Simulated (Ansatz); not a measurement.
# H₇NOSi₂Sn: how energies converge with the basis set

An exercise on one series of results from a longer session: the logs are not shown, and one member is left open.

Method: one geometry, several basis sets; program: Ansatz 0.2.0, Gaussian basis.

Plan: PBE0-D4/def2-SVP; ωB97M-V/def2-SVP; PBE0-D4/def2-QZVPP; ωB97M-V/def2-QZVPP; the functionals' def2-TZVPP values are taken from earlier runs.

## Structure used throughout

The geometry comes from an earlier relaxation with PBE0-D4 in a triple-zeta def2 set; it is a stationary point, not always the lowest conformer. Sn takes the def2 core potential; no spin-orbit term is included.

SMILES `[OH][Sn][N]([SiH3])[SiH3]`, 12 atoms, charge 0, spin multiplicity 1.

Atoms are counted from 1 here; the program's logs count them from 0.

Bond lengths: O1–Sn2 1.974 Å, O1–H6 0.962 Å, Sn2–N3 2.084 Å, N3–Si4 1.729 Å, N3–Si5 1.727 Å, Si4–H7 1.489 Å, Si4–H8 1.488 Å, Si4–H9 1.492 Å, Si5–H10 1.492 Å, Si5–H11 1.488 Å, Si5–H12 1.489 Å. Angles: Sn2–O1–H6 118.8°, O1–Sn2–N3 98.1°, Sn2–N3–Si4 116.9°, Sn2–N3–Si5 123.9°, Si4–N3–Si5 119.1°, N3–Si4–H7 112.2°, N3–Si4–H8 112.3°, N3–Si4–H9 107.5°, H7–Si4–H8 107.7°, H7–Si4–H9 108.5°, H8–Si4–H9 108.5°, N3–Si5–H10 110.8°, N3–Si5–H11 112.4°, N3–Si5–H12 110.1°, H10–Si5–H11 107.2°, H10–Si5–H12 107.9°, H11–Si5–H12 108.3°.

Set-up of the first run:

Input file in.yaml:

```yaml
crystal:
  periodic: [false, false, false]
  atoms:
    - {symbol: O, position_ang: [1.283061, 2.463201, -1.228745]}
    - {symbol: Sn, position_ang: [0.419345, 2.211511, 0.527829]}
    - {symbol: N, position_ang: [-0.071038, 0.195857, 0.325872]}
    - {symbol: Si, position_ang: [-0.845510, -0.560299, 1.674365]}
    - {symbol: Si, position_ang: [0.200400, -0.722756, -1.111683]}
    - {symbol: H, position_ang: [1.445005, 1.691657, -1.780434]}
    - {symbol: H, position_ang: [-2.175433, -1.126803, 1.315569]}
    - {symbol: H, position_ang: [-0.025635, -1.659894, 2.252041]}
    - {symbol: H, position_ang: [-1.043636, 0.483187, 2.722397]}
    - {symbol: H, position_ang: [1.487158, -0.328992, -1.757084]}
    - {symbol: H, position_ang: [-0.875457, -0.528625, -2.121858]}
    - {symbol: H, position_ang: [0.278839, -2.173246, -0.784071]}
basis:
  gaussian: {orbitals: def2-SVP}
hamiltonian: {xc: pbe0, dispersion: d4}
output: {orbitals: {seedname: orbitals}}
```

Run with:

```
$ ansatz run in.yaml --threads 4 --pin off --events-out ev --progress --plain --max-ram 11315MiB
```

Steps of the session up to this table: PBE0-D4 in def2-SVP; ωB97M-V in def2-SVP; PBE0-D4 in def2-QZVPP; ωB97M-V in def2-QZVPP.

One table of the session follows, with a row left open; its other results are not shown here.

It belongs to the step «Functionals by basis». 

```
functional       basis  HOMO (eV)  LUMO (eV)
   PBE0-D4    def2-SVP      -7.54      -2.05
   PBE0-D4  def2-TZVPP          ?          ?
   PBE0-D4  def2-QZVPP      -7.66      -2.21
   ωB97M-V    def2-SVP      -9.68      -0.26
   ωB97M-V  def2-TZVPP      -9.82      -0.49
   ωB97M-V  def2-QZVPP      -9.84      -0.55
```

Q: Estimate the row for PBE0-D4, def2-TZVPP from the others.

**Answer.** HOMO (eV): -7.64; LUMO (eV): -2.18. In the column «HOMO (eV)» it lies between PBE0-D4, def2-QZVPP (-7.66) and PBE0-D4, def2-SVP (-7.54).
